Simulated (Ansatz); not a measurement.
A nudged elastic band was laid between two geometries of a periodic cell of 17 atoms, Rb$_{16}$O (host Rb, host structure bcc, interstitial O).

Level of theory: DFT PBEsol, scalar-relativistic, plane waves, PAW (Ansatz 0.2.0). Settings: cutoff 420 eV, k mesh 2x2x2, fermi-dirac smearing 0.05 eV, no spin polarisation.

- movable images: 7
- climbing image: yes
- spring: 5.0 eV/Å²
- optimiser: quadratic models (default)
- start path: straight line
- force threshold: 0.05 eV/Å
- iteration limit: 46
- end points: relaxed

Image 0:

```xyz
17
Lattice="11.1800 0.0000 0.0000 0.0000 11.1800 0.0000 0.0000 0.0000 11.1800" Properties=species:S:1:pos:R:3
Rb 0.180 0.190 0.002
Rb 5.343 -0.122 0.003
Rb 0.179 5.406 0.002
Rb 0.065 0.646 5.593
Rb 2.715 2.800 3.441
Rb 5.344 5.719 0.003
Rb 5.816 -0.190 5.592
Rb 8.160 2.798 2.596
Rb 0.069 4.947 5.593
Rb 2.615 8.388 2.991
Rb 2.715 2.800 7.742
Rb 5.817 5.785 5.592
Rb 8.619 8.388 2.665
Rb 8.159 2.798 8.589
Rb 2.615 8.388 8.195
Rb 8.619 8.388 8.520
O 1.390 2.797 5.592
```

Image 8:

```xyz
17
Lattice="11.1800 0.0000 0.0000 0.0000 11.1800 0.0000 0.0000 0.0000 11.1800" Properties=species:S:1:pos:R:3
Rb -0.006 -0.161 0.185
Rb 5.582 -0.073 -0.218
Rb -0.005 5.757 0.189
Rb -0.005 0.636 5.683
Rb 2.950 2.798 2.613
Rb 5.582 5.668 -0.217
Rb 5.584 0.174 5.744
Rb 8.213 2.797 2.603
Rb -0.004 4.959 5.680
Rb 2.865 8.389 3.013
Rb 2.158 2.796 8.292
Rb 5.584 5.421 5.743
Rb 8.303 8.388 3.012
Rb 9.012 2.796 8.297
Rb 2.618 8.388 8.231
Rb 8.550 8.388 8.233
O -0.005 2.797 6.987
```

Task: Which bonds break or form, and what moves?

Result: The atom that moves furthest is O17, by 1.97 Å; four of its nearest neighbours are Rb9 2.52, Rb11 2.53, Rb4 2.53, Rb5 2.53 Å at the first end and Rb4 2.52, Rb11 2.53, Rb9 2.53, Rb14 2.53 Å at the last.

Task: Give the energies along the band, and the barrier.

Result: The forces met the threshold. The highest image is number 5 of 0 to 8, 0.042 eV above the ends, which have the same energy within 2 meV. The profile has 2 maxima (images 2, 5) with wells between them (image 4): this band takes more than one step, which may be the mechanism or a detour left from its start path. A structure lower than the first end lies on the path between it and the top, so the climb from that side starts below the end, which may itself be a saddle point or a shallow side well. By the program's own check the climbing image is a first-order saddle point (lowest curvatures found: -0.22 and 0.05 eV/Å²). Limits of this set-up: coarse k mesh, a small cell, in which the defect meets its images, a typed lattice constant that wasn't relaxed here.

| image | path coordinate (Å) | energy (eV) | Rb5–Rb11 (Å) | Rb5–O17 (Å) | Rb11–Rb14 (Å) |
| --- | --- | --- | --- | --- | --- |
| 0 | 0.00 | 0.000 | 4.30 | 2.53 | 5.51 |
| 1 | 0.64 | 0.010 | 4.28 | 2.54 | 5.30 |
| 2 | 1.28 | 0.036 | 4.20 | 2.57 | 4.80 |
| 3 | 1.92 | 0.026 | 4.09 | 2.65 | 4.38 |
| 4 | 2.56 | -0.016 | 4.24 | 3.14 | 4.03 |
| 5 | 3.20 | 0.042 | 4.63 | 3.93 | 4.17 |
| 6 | 3.70 | 0.026 | 4.97 | 4.52 | 4.23 |
| 7 | 4.20 | 0.008 | 5.36 | 5.00 | 4.28 |
| 8 | 4.70 | 0.001 | 5.56 | 5.28 | 4.33 |

Task: What is the geometry of the highest image?

Result: 
```xyz
17
Lattice="11.1800 0.0000 0.0000 0.0000 11.1800 0.0000 0.0000 0.0000 11.1800" Properties=species:S:1:pos:R:3
Rb 0.138 0.004 0.195
Rb 5.459 0.168 -0.159
Rb 0.138 5.592 0.195
Rb -0.045 0.413 5.529
Rb 2.615 2.798 3.327
Rb 5.459 5.428 -0.159
Rb 5.722 0.053 5.787
Rb 8.260 2.798 2.711
Rb -0.045 5.183 5.529
Rb 2.947 8.388 2.974
Rb 2.231 2.798 7.937
Rb 5.722 5.543 5.787
Rb 8.300 8.388 2.800
Rb 9.245 2.798 7.928
Rb 2.650 8.388 8.273
Rb 8.551 8.388 8.497
O 0.172 2.798 6.409
```

The run took 18 min on 4 threads of Intel(R) Xeon(R) Platinum 8488C (Sapphire Rapids), on a shared host, peak memory 7.9 GiB.
